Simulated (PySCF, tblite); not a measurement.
# C2H10OSi3: geometry, infrared bands and NMR shifts

Wanted: the infrared bands and NMR shifts of C2H10OSi3 (`C[C@H]1[SiH2][Si@H](O)[SiH2]1`), by calculation.

Programs: tblite 0.8.0 and PySCF 2.14.0, with density-fitted response routines of our own. Each step states its level of theory. These are calculated values for one molecule in the gas phase, unless marked as measured. Atoms count from 0, in the outputs and in this text.

### Step 1. Starting geometry

16 atoms, charge 0, multiplicity 1; geometry from: force field or distance geometry start.

Bonds of the start (Å): C0–C1 1.50, C1–Si2 1.93, Si2–Si3 2.27, Si3–O4 1.65, Si3–Si5 2.29, Si5–C1 1.94, C0–H6 1.10, C0–H7 1.11, C0–H8 1.10, C1–H9 1.09, Si2–H10 1.49, Si2–H11 1.49, Si3–H12 1.50, O4–H13 0.98, Si5–H14 1.49, Si5–H15 1.49.

### Step 2. Relaxing the molecule with GFN2-xTB

What the job is given:

```
{"job": {"kind": "relax", "xc": "GFN2-xTB", "basis": "xTB"}, "charge": 0, "multiplicity": 1}
C     -2.088100    -0.195100    -0.746400
C     -0.604500    -0.327400    -0.562000
Si     0.392500     1.324400    -0.497800
Si     1.917900     0.336200     0.857500
O      3.074000    -0.554800     0.078100
Si    -0.043800    -0.793000     1.233300
H     -2.324500     0.184000    -1.754400
H     -2.554300     0.495800    -0.019800
H     -2.588100    -1.168100    -0.647100
H     -0.159300    -1.019700    -1.278000
H      0.897900     1.703300    -1.844000
H     -0.392200     2.413200     0.157400
H      2.461200     1.139300     1.996900
H      2.801200    -1.110300    -0.678800
H     -0.906100    -0.159000     2.274600
H      0.108700    -2.259900     1.419100
```

Started as:

```sh
OMP_NUM_THREADS=1 python probes_run.py task.json out
```

The driver reads the jobs from task.json and runs them one after another.

**Question.** This job is followed by: GFN2-xTB harmonic vibrations, gas phase; GIAO PBE0/pcSseg-1 NMR shielding, non-relativistic, gas phase. What will the session give for the following? strongest single infrared mode (GFN2-xTB); zero-point energy (GFN2-xTB); 13C shifts against TMS (PBE0/pcSseg-1); 1H shifts against TMS (PBE0/pcSseg-1, means over atoms taken as alike); 29Si shifts against TMS (PBE0/pcSseg-1, means over atoms taken as alike); 17O shifts against H2O (PBE0/pcSseg-1).

**Answer**, as computed:

| quantity | value |
| --- | --- |
| strongest single infrared mode (GFN2-xTB) | 709 cm⁻¹, 654 km/mol |
| zero-point energy (GFN2-xTB) | 68.2 kcal/mol |
| 13C shifts against TMS (PBE0/pcSseg-1) | 21.3, 0.5 ppm |
| 1H shifts against TMS (PBE0/pcSseg-1, means over atoms taken as alike) | 6.46, 4.79, 4.25, 1.32, 1.11, 0.42 ppm |
| 29Si shifts against TMS (PBE0/pcSseg-1, means over atoms taken as alike) | 22.0, -43.1 ppm |
| 17O shifts against H2O (PBE0/pcSseg-1) | 23.9 ppm |

What this shows: The optimisation took 92 steps and gained 0.638 eV; among the close pairs (by a distance rule), Si2–Si3 changed most, from 2.267 to 2.339 Å. All 42 modes are real, so the xTB geometry is a minimum. The strongest single mode, at 709 cm⁻¹, is spread over several atoms, H10, H15, C1, H11 among them. GFN2-xTB is a fitted tight-binding method: band positions and strengths are rough. Its intensities can rank the bands wrongly. At PBE0/pcSseg-1: The largest span, 168 ppm, is at Si2, Si5, where the paramagnetic term is -490 ppm.
